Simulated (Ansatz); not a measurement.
# Ba5In4Bi5: the cost of one run

Program: Ansatz 0.2.0. Level of theory: DFT LDA, scalar-relativistic, plane waves, PAW. These are calculated values, not measurements.

### Step 1. The starting structure

The structure is tetragonal, space group P4nc (No. 104). Conventional cell: a = 10.789 Å, b = 10.789 Å, c = 9.155 Å, α = 90.00°, β = 90.00°, γ = 90.00°. Ba (site symmetry 4) has 5 Bi at 3.54 Å and 4 In at 3.72 Å as nearest neighbours. Ba (site symmetry 1) is surrounded by 5 Bi at 3.58 to 3.75 Å and 3 In at 3.77 to 3.92 Å. Around In (site symmetry 1) lie 3 Bi at 2.96 to 3.40 Å and 2 In at 3.02 Å. Around Bi (site symmetry 4) lie 4 In at 3.35 Å and 5 Ba at 3.54 to 3.58 Å. Around Bi (site symmetry 1) lie 1 In at 2.96 Å.

Structure file:

```cif
data_structure
_symmetry_space_group_name_H-M 'P 1'
_symmetry_Int_Tables_number 1
_cell_length_a 10.7886
_cell_length_b 10.7886
_cell_length_c 9.1554
_cell_angle_alpha 90.000
_cell_angle_beta 90.000
_cell_angle_gamma 90.000
_cell_volume 1065.63
loop_
_atom_site_label
_atom_site_type_symbol
_atom_site_fract_x
_atom_site_fract_y
_atom_site_fract_z
_atom_site_occupancy
Ba1 Ba 0.00000 0.00000 0.19847 1
Ba2 Ba 0.50000 0.50000 0.69847 1
Ba3 Ba 0.18999 0.60529 0.37417 1
Ba4 Ba 0.60529 0.81001 0.37417 1
Ba5 Ba 0.39471 0.18999 0.37417 1
Ba6 Ba 0.81001 0.39471 0.37417 1
Ba7 Ba 0.68999 0.89471 0.87417 1
Ba8 Ba 0.31001 0.10529 0.87417 1
Ba9 Ba 0.89471 0.31001 0.87417 1
Ba10 Ba 0.10529 0.68999 0.87417 1
In1 In 0.68444 0.57214 0.03103 1
In2 In 0.31556 0.42786 0.03103 1
In3 In 0.42786 0.68444 0.03103 1
In4 In 0.57214 0.31556 0.03103 1
In5 In 0.92786 0.81556 0.53103 1
In6 In 0.81556 0.07214 0.53103 1
In7 In 0.18443 0.92786 0.53103 1
In8 In 0.07214 0.18443 0.53103 1
Bi1 Bi 0.00000 0.00000 0.81215 1
Bi2 Bi 0.50000 0.50000 0.31215 1
Bi3 Bi 0.89027 0.69039 0.19259 1
Bi4 Bi 0.10973 0.30961 0.19259 1
Bi5 Bi 0.30961 0.89027 0.19259 1
Bi6 Bi 0.69039 0.10973 0.19259 1
Bi7 Bi 0.80961 0.60973 0.69259 1
Bi8 Bi 0.60973 0.19039 0.69259 1
Bi9 Bi 0.39027 0.80961 0.69259 1
Bi10 Bi 0.19039 0.39027 0.69259 1
```

Source of the structure: the Materials Project (structure only).

(A quick probe on a coarse mesh, which set the mesh and smearing, is not shown.)

### Step 3. Full relaxation

input.yaml

```yaml
crystal:
  lattice:
    - [10.788583, 0.0, 0.0]
    - [0.0, 10.788583, 0.0]
    - [0.0, 0.0, 9.155393]
  atoms:
    - { symbol: Ba, position: [0.0, 0.0, 0.198468] }
    - { symbol: Ba, position: [0.5, 0.5, 0.698468] }
    - { symbol: Ba, position: [0.18999, 0.605294, 0.374172] }
    - { symbol: Ba, position: [0.605294, 0.81001, 0.374172] }
    - { symbol: Ba, position: [0.394706, 0.18999, 0.374172] }
    - { symbol: Ba, position: [0.81001, 0.394706, 0.374172] }
    - { symbol: Ba, position: [0.68999, 0.894706, 0.874172] }
    - { symbol: Ba, position: [0.31001, 0.105294, 0.874172] }
    - { symbol: Ba, position: [0.894706, 0.31001, 0.874172] }
    - { symbol: Ba, position: [0.105294, 0.68999, 0.874172] }
    - { symbol: In, position: [0.684435, 0.572142, 0.031027] }
    - { symbol: In, position: [0.315565, 0.427858, 0.031027] }
    - { symbol: In, position: [0.427858, 0.684435, 0.031027] }
    - { symbol: In, position: [0.572142, 0.315565, 0.031027] }
    - { symbol: In, position: [0.927858, 0.815565, 0.531027] }
    - { symbol: In, position: [0.815565, 0.072142, 0.531027] }
    - { symbol: In, position: [0.184435, 0.927858, 0.531027] }
    - { symbol: In, position: [0.072142, 0.184435, 0.531027] }
    - { symbol: Bi, position: [0.0, 0.0, 0.812152] }
    - { symbol: Bi, position: [0.5, 0.5, 0.312152] }
    - { symbol: Bi, position: [0.890266, 0.690386, 0.192591] }
    - { symbol: Bi, position: [0.109734, 0.309614, 0.192591] }
    - { symbol: Bi, position: [0.309614, 0.890266, 0.192591] }
    - { symbol: Bi, position: [0.690386, 0.109734, 0.192591] }
    - { symbol: Bi, position: [0.809614, 0.609734, 0.692591] }
    - { symbol: Bi, position: [0.609734, 0.190386, 0.692591] }
    - { symbol: Bi, position: [0.390266, 0.809614, 0.692591] }
    - { symbol: Bi, position: [0.190386, 0.390266, 0.692591] }
basis:
  ecutwfc: 420
kpoints:
  mp_grid: { grid: [4, 4, 4] }
hamiltonian:
  xc: lda
scf:
  occupations: { method: gaussian, width: 0.1 }
output:
  forces: true
  stress: true
  eigenvalues: true
  write_density: true
  write_potential: true
  elf: true
  volumetric_format: npy
relax:
  adjacent_minimum: "off"
  f_tol: 0.005
  max_steps: 80
  cell: { stress_tol: 0.05 }
```

The run is started by

```console
> ansatz run input.yaml --threads 8 --pin off --max-ram 22528MiB --backend cpu --events-out ev --progress --plain --runs-dir out
```

What time and memory should one allow on 8 threads of Arm Neoverse V2, shared host?

About 11 min, with a peak of 8.6 GiB.
